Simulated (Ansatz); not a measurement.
# LiTa16: the cost of one run

Program: Ansatz 0.2.0. Level of theory: DFT PBE, plane waves, PAW, scalar-relativistic, no spin polarisation. These are calculated values, not measurements.

### 1 The starting structure

The cell holds 17 atoms (LiTa16): a = 6.620 Å, b = 6.620 Å, c = 6.620 Å, α = 90.00°, β = 90.00°, γ = 90.00°.

As a file:

```
Ta Li
1.0
     6.62000    0.00000    0.00000
     0.00000    6.62000    0.00000
     0.00000    0.00000    6.62000
Ta Li
16 1
Direct
  0.00000 0.00000 0.00000
  0.50000 0.00000 0.00000
  0.00000 0.50000 0.00000
  0.00000 0.00000 0.50000
  0.25000 0.25000 0.25000
  0.50000 0.50000 0.00000
  0.50000 0.00000 0.50000
  0.75000 0.25000 0.25000
  0.00000 0.50000 0.50000
  0.25000 0.75000 0.25000
  0.25000 0.25000 0.75000
  0.50000 0.50000 0.50000
  0.75000 0.75000 0.25000
  0.75000 0.25000 0.75000
  0.25000 0.75000 0.75000
  0.75000 0.75000 0.75000
  0.99141 0.87976 0.24823
```

### 2 Relaxing the start

Contents of input.yaml:

```yaml
crystal:
  lattice:
    - [6.62, 0.0, 0.0]
    - [0.0, 6.62, 0.0]
    - [0.0, 0.0, 6.62]
  atoms:
    - { symbol: Ta, position: [0.0, 0.0, 0.0] }
    - { symbol: Ta, position: [0.5, 0.0, 0.0] }
    - { symbol: Ta, position: [0.0, 0.5, 0.0] }
    - { symbol: Ta, position: [0.0, 0.0, 0.5] }
    - { symbol: Ta, position: [0.25, 0.25, 0.25] }
    - { symbol: Ta, position: [0.5, 0.5, 0.0] }
    - { symbol: Ta, position: [0.5, 0.0, 0.5] }
    - { symbol: Ta, position: [0.75, 0.25, 0.25] }
    - { symbol: Ta, position: [0.0, 0.5, 0.5] }
    - { symbol: Ta, position: [0.25, 0.75, 0.25] }
    - { symbol: Ta, position: [0.25, 0.25, 0.75] }
    - { symbol: Ta, position: [0.5, 0.5, 0.5] }
    - { symbol: Ta, position: [0.75, 0.75, 0.25] }
    - { symbol: Ta, position: [0.75, 0.25, 0.75] }
    - { symbol: Ta, position: [0.25, 0.75, 0.75] }
    - { symbol: Ta, position: [0.75, 0.75, 0.75] }
    - { symbol: Li, position: [-0.0085949, 0.8797574, 0.2482295] }
basis:
  ecutwfc: 420.0
kpoints:
  mp_grid: { grid: [2, 2, 2] }
hamiltonian:
  xc: pbe
scf:
  occupations: { method: fermi_dirac, width: 0.05 }
  lower_state_search: "off"
relax:
  f_tol: 0.08
  max_steps: 25
  adjacent_minimum: "off"
```

Started as:

```console
ansatz run input.yaml --threads 2 --pin off --max-ram 5120MiB --backend cpu --events-out ev --progress --plain --runs-dir out
```

Q: Estimate wall time and peak memory on 2 threads of Arm Neoverse V2, shared host.

About 30 s, with a peak of 0.78 GiB.
